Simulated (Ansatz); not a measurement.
**SiSnH₆: taking an electron away**

An exercise on one series of results from a longer session: the logs are not shown, and one member is left open.

Computed with Ansatz 0.2.0, Gaussian basis. Level: unrestricted cation, the program's frozen cores in correlated methods.

Plan: UKS PBE-D4/def2-TZVPP; UKS r2SCAN-D4/def2-TZVPP; UKS PBE0-D4/def2-TZVPP; UKS B3LYP-D4/def2-TZVPP; UKS wB97X-V/def2-TZVPP; UKS wB97M-V/def2-TZVPP; UKS B2PLYP/def2-TZVPP; UHF-CCSD(T)/def2-TZVPP; UHF-MP2/def2-QZVPP; extrapolation to the limit; then −ε(HOMO) from the neutral's earlier runs with LDA (SPW92), PBE-D4, revPBE-D4, BLYP-D4, r2SCAN-D4, B97M-V, PBE0-D4, B3LYP-D4, r2SCANh-D4, r2SCAN0-D4, HSE06-D4, BHLYP-D4, CAM-B3LYP-D4, LC-ωPBE, ωB97X-V, ωB97M-V.

## The geometry

All runs share one geometry, relaxed beforehand with PBE0-D4 in a triple-zeta def2 set. Sn takes the def2 core potential; no spin-orbit term is included.

SMILES `[SiH3][SnH3]`, 8 atoms, charge 0, spin multiplicity 1.

Atoms are counted from 1 here; the program's logs count them from 0.

Bond lengths: Si1–Sn2 2.560 Å, Si1–H3 1.487 Å, Si1–H4 1.487 Å, Si1–H5 1.487 Å, Sn2–H6 1.708 Å, Sn2–H7 1.708 Å, Sn2–H8 1.708 Å. Angles: Sn2–Si1–H3 110.1°, Sn2–Si1–H4 110.2°, Sn2–Si1–H5 110.2°, H3–Si1–H4 108.8°, H3–Si1–H5 108.8°, H4–Si1–H5 108.8°, Si1–Sn2–H6 110.7°, Si1–Sn2–H7 110.8°, Si1–Sn2–H8 110.8°, H6–Sn2–H7 108.2°, H6–Sn2–H8 108.2°, H7–Sn2–H8 108.2°.

The first run:

File in.yaml:

```yaml
crystal:
  periodic: [false, false, false]
  atoms:
    - {symbol: Si, position_ang: [-0.621917, 0.121310, -1.152057]}
    - {symbol: Sn, position_ang: [0.611655, -0.129427, 1.077532]}
    - {symbol: H, position_ang: [-2.070424, 0.355213, -0.912454]}
    - {symbol: H, position_ang: [-0.465009, -1.111980, -1.967296]}
    - {symbol: H, position_ang: [-0.071565, 1.272367, -1.915268]}
    - {symbol: H, position_ang: [0.450385, 1.285868, 2.019251]}
    - {symbol: H, position_ang: [2.276165, -0.410721, 0.820464]}
    - {symbol: H, position_ang: [-0.017192, -1.439630, 1.974030]}
basis:
  gaussian: {orbitals: def2-TZVPP}
total_charge: 1
magnetization: {spin_polarized: true, initial_magnetization: 1}
hamiltonian: {xc: pbe, dispersion: d4}
```

Steps of the session up to this table: Cation, UKS PBE-D4/def2-TZVPP; Cation, UKS r2SCAN-D4/def2-TZVPP; Cation, UKS PBE0-D4/def2-TZVPP; Cation, UKS B3LYP-D4/def2-TZVPP; Cation, UKS wB97X-V/def2-TZVPP; Cation, UKS wB97M-V/def2-TZVPP; Cation, UKS B2PLYP (frozen core)/def2-TZVPP; Cation, UHF-CCSD(T)/def2-TZVPP; Cation, UHF-MP2/def2-QZVPP.

One table of the session follows, with a row left open; its other results are not shown here.

It belongs to the step «Ionisation energies side by side». Orbital estimates, from the neutral's runs:

```
  functional  −ε(HOMO) (eV)
 LDA (SPW92)           7.06
      PBE-D4           6.96
   revPBE-D4           6.92
     BLYP-D4           6.82
   r2SCAN-D4           7.21
      B97M-V           7.32
     PBE0-D4           8.00
    B3LYP-D4           7.81
  r2SCANh-D4           7.59
  r2SCAN0-D4           8.16
    HSE06-D4           7.61
    BHLYP-D4           8.93
CAM-B3LYP-D4           9.23
     LC-ωPBE          10.52
     ωB97X-V          10.20
     ωB97M-V              ?
```

Q: Estimate the row for ωB97M-V from the others.

As computed: −ε(HOMO) (eV): 10.00. In the column «−ε(HOMO) (eV)» it lies between CAM-B3LYP-D4 (9.23) and ωB97X-V (10.20).

Caveats from the session: The cation may have settled in a state other than its lowest; no search over hole states beyond the program's own was made.
